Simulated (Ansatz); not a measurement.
# HfN: the cost of one run

Method: DFT r2SCAN, scalar-relativistic, plane waves, PAW, in Ansatz 0.2.0.

## (1) Starting point

The structure is cubic, space group Fm-3m (No. 225). The conventional cell has a = 4.512 Å, b = 4.512 Å, c = 4.512 Å, α = 90.00°, β = 90.00°, γ = 90.00°. Hf (site symmetry m-3m) is surrounded by 6 N at 2.26 Å. Around N (site symmetry m-3m) lie 6 Hf at 2.26 Å.

Structure file:

```cif
data_structure
_symmetry_space_group_name_H-M 'P 1'
_symmetry_Int_Tables_number 1
_cell_length_a 3.1903
_cell_length_b 3.1903
_cell_length_c 3.1903
_cell_angle_alpha 60.000
_cell_angle_beta 60.000
_cell_angle_gamma 60.000
_cell_volume 22.96
loop_
_atom_site_label
_atom_site_type_symbol
_atom_site_fract_x
_atom_site_fract_y
_atom_site_fract_z
_atom_site_occupancy
Hf1 Hf 0.00000 0.00000 0.00000 1
N1 N 0.50000 0.50000 0.50000 1
```

This is candidate A: structure listed in a database for this formula (Fm-3m, No. 225).

(A quick probe on a coarse mesh, which set the mesh and smearing, is not shown.)

## (3) The relaxation (candidate A)

Contents of input.yaml:

```yaml
crystal:
  lattice:
    - [0.0, 2.2558601243, 2.2558601243]
    - [2.2558601243, 0.0, 2.2558601243]
    - [2.2558601243, 2.2558601243, 0.0]
  atoms:
    - { symbol: Hf, position: [0.0, 0.0, 0.0] }
    - { symbol: "N", position: [0.5, 0.5, 0.5] }
basis:
  ecutwfc: 500
kpoints:
  mp_grid: { grid: [22, 22, 22] }
hamiltonian:
  xc: r2scan
scf:
  occupations: { method: gaussian, width: 0.1 }
output:
  forces: true
  stress: true
  eigenvalues: true
relax:
  adjacent_minimum: "off"
  f_tol: 0.01
  max_steps: 80
  cell: { stress_tol: 0.05 }
```

Launch:

```
$ ansatz run input.yaml --threads 1 --pin off --max-ram 3072MiB --backend cpu --events-out ev --progress --plain --runs-dir out
```

Q: Estimate wall time and peak memory on 1 thread of Intel Xeon 6975P-C (Granite Rapids), shared host.

About 34 s, with a peak of 0.56 GiB.
